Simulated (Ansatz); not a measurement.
Runs of Ansatz 0.2.0 on MnS. The structure is cubic, space group Fm-3m (No. 225). The conventional cell has a = 5.209 Å, b = 5.209 Å, c = 5.209 Å, α = 90.00°, β = 90.00°, γ = 90.00°. Around Mn (site symmetry m-3m) lie 6 S at 2.60 Å. S (site symmetry m-3m) has 6 Mn at 2.60 Å as nearest neighbours. 

```csv
cell,pressure (GPa),moment (μB)
relaxed to 2 GPa,2.0,4.52
relaxed to 20 GPa,20.0,3.35
relaxed to 5 GPa,5.0,4.28
relaxed to 10 GPa,10.0,4.07
relaxed,0.0,(a)
relaxed to 30 GPa,30.0,(b)
```

Alike in all rows: task relaxation of cell and atoms; level PBE; potentials or basis all-electron LAPW, scalar-relativistic; spin collinear, ferromagnetic start; k mesh 7 × 7 × 7; smearing fermi-dirac 0.05 eV; basis error allowed 0.001 eV/atom.

Task: Fill in the values left out.

Result: (a) 4.58; (b) 3.12.

Caveats: the k mesh is thin for a metal, which can move the energy by tens of meV per atom; a cell with one magnetic atom can't hold antiferromagnetic order, which such compounds often take.
